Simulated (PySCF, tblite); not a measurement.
# C8H12F2: geometry, infrared bands and NMR shifts

What infrared bands and NMR shifts should C8H12F2 (`FC[C@@]12C[C@@H](F)CC[C@@H]1C2`) show?

The runs use tblite 0.8.0 and PySCF 2.14.0, with density-fitted response routines of our own; the level of theory stands in each step. All values are computed, except where a source is named. Atoms count from 0, in the outputs and in this text.

## Step 1: The starting structure

22 atoms, charge 0, multiplicity 1; geometry from: force field or distance geometry start.

Bonds of the start (Å): F0–C1 1.36, C1–C2 1.54, C2–C3 1.47, C3–C4 1.52, C4–F5 1.39, C4–C6 1.51, C6–C7 1.47, C7–C8 1.48, C8–C9 1.50, C8–C2 1.47, C9–C2 1.50, C1–H10 1.12, C1–H11 1.11, C3–H12 1.11, C3–H13 1.12, C4–H14 1.10, C6–H15 1.12, C6–H16 1.12, C7–H17 1.12, C7–H18 1.13, C8–H19 1.11, C9–H20 1.12, C9–H21 1.09.

## Step 2: Geometry optimisation with GFN2-xTB

The job: settings as JSON, then the geometry in Å.

```
{"job": {"kind": "relax", "xc": "GFN2-xTB", "basis": "xTB"}, "charge": 0, "multiplicity": 1}
F     -2.550000    -0.366300    -1.657900
C     -2.383900     0.194900    -0.434200
C     -0.906000     0.133700    -0.000900
C     -0.384300    -1.243800     0.058000
C      0.986000    -1.280100     0.717900
F      1.421500    -2.590100     0.901500
C      1.885700    -0.519000    -0.230800
C      1.455400     0.842300    -0.591700
C      0.045900     1.201800    -0.345200
C     -0.582500     1.179800     1.020500
H     -2.691600     1.270600    -0.454300
H     -2.974600    -0.270400     0.385300
H     -1.071300    -1.991200     0.500100
H     -0.200700    -1.568300    -1.001100
H      0.995700    -0.794600     1.706800
H      2.914900    -0.538600     0.205800
H      1.961700    -1.129000    -1.170300
H      1.668700     0.984800    -1.681300
H      2.126900     1.570600    -0.058100
H     -0.345800     2.019400    -0.985300
H     -1.370300     1.953500     1.195700
H     -0.011700     0.959300     1.918700
```

On the command line:

```bash
OMP_NUM_THREADS=1 python probes_run.py task.json out
```

One launch serves the whole session: the jobs run in the order shown.

**Question.** This job is followed by: GFN2-xTB harmonic vibrations, gas phase; GIAO PBE0/pcSseg-1 NMR shielding, non-relativistic, gas phase. What will the session give for the following? strongest single infrared mode (GFN2-xTB); zero-point energy (GFN2-xTB); ¹³C shifts against TMS (PBE0/pcSseg-1); ¹H shifts against TMS (PBE0/pcSseg-1); ¹⁹F shifts against CFCl3 (PBE0/pcSseg-1).

The runs gave:

```
                                 quantity                                                                        value
strongest single infrared mode (GFN2-xTB)                                                        1032 cm⁻¹, 117 km/mol
             zero-point energy (GFN2-xTB)                                                               115.9 kcal/mol
   ¹³C shifts against TMS (PBE0/pcSseg-1)                           94.3, 94.3, 35.3, 34.5, 28.6, 28.2, 18.8, 18.2 ppm
    ¹H shifts against TMS (PBE0/pcSseg-1)  4.99, 4.44, 3.79, 2.40, 2.33, 2.20, 1.82, 1.59, 1.51, 1.03, 0.42, -0.11 ppm
 ¹⁹F shifts against CFCl3 (PBE0/pcSseg-1)                                                           -210.2, -244.5 ppm
```

In words: Relaxing lowered the energy by 0.668 eV in 66 steps; the close pair that moved most is C6–C7, from 1.473 to 1.527 Å. All 60 modes are real, so the xTB geometry is a minimum. The strongest single mode, at 1032 cm⁻¹, has its largest shares on C4, F5 and C1 (the list is cut at 3 atoms). GFN2-xTB is a fitted tight-binding method: band positions and strengths are rough. Its intensities can rank the bands wrongly. At PBE0/pcSseg-1: Shielding is most anisotropic at C4 (span 101 ppm, paramagnetic term -152 ppm).
